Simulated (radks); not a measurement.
# Ionisation energy and size from Ag³⁺ to Xe³⁺

An exercise on one series of results from a longer session: the logs are not shown, and one member is left open.

Program: radks (a radial shooting solver on a logarithmic mesh, Libxc functionals) version 1. Level of theory: non-relativistic Kohn-Sham, PBEsol, spin-polarised, spherical densities, point nucleus; open shells are filled with parallel spins first. These are calculated values, not measurements, unless marked.

**Starting point**

| Item | Value |
| --- | --- |
| species | Ag³⁺, Cd³⁺, In³⁺, Sn³⁺, Sb³⁺, Te³⁺, I³⁺, Xe³⁺ |
| runs | 16, each species and its next ion |

Set-up of the first run:

Settings of this run:

```text
Z 47
configuration [Kr] 4d8
relativity non-relativistic
functional pbe_sol,pbe_sol
spin polarised
nucleus point
```

Steps of the session up to this table: Ag³⁺, [Kr] 4d8; Ag⁴⁺, [Kr] 4d7; Cd³⁺, [Kr] 4d9; Cd⁴⁺, [Kr] 4d8; In³⁺, [Kr] 4d10; In⁴⁺, [Kr] 4d9; Sn³⁺, [Kr] 4d10 5s1; Sn⁴⁺, [Kr] 4d10; Sb³⁺, [Kr] 4d10 5s2; Sb⁴⁺, [Kr] 4d10 5s1; Te³⁺, [Kr] 4d10 5s2 5p1; Te⁴⁺, [Kr] 4d10 5s2; I³⁺, [Kr] 4d10 5s2 5p2; I⁴⁺, [Kr] 4d10 5s2 5p1; Xe³⁺, [Kr] 4d10 5s2 5p3; Xe⁴⁺, [Kr] 4d10 5s2 5p2.

One table of the session follows, with a row left open; its other results are not shown here.

```
species  Δ-SCF (eV)  −ε(HOMO) (eV)  its <r> (bohr)
   Ag³⁺      51.159         43.401            1.24
   Cd³⁺      54.016         45.951            1.19
   In³⁺      56.813         48.451            1.14
   Sn³⁺      39.788         35.162            2.18
   Sb³⁺      42.334         37.531            2.09
   Te³⁺      36.610         32.011            2.24
    I³⁺      39.984         35.016            2.12
   Xe³⁺           ?              ?               ?
```

**Question.** Estimate the row for Xe³⁺.

**Answer.** Δ-SCF (eV): 43.154; −ε(HOMO) (eV): 37.886; its <r> (bohr): 2.02. In the column «Δ-SCF (eV)» it lies between Sb³⁺ (42.334) and Ag³⁺ (51.159).

Relativity is left out here, which matters for elements this heavy. Open shells are spherical and high-spin; term and fine-structure splittings are not resolved.
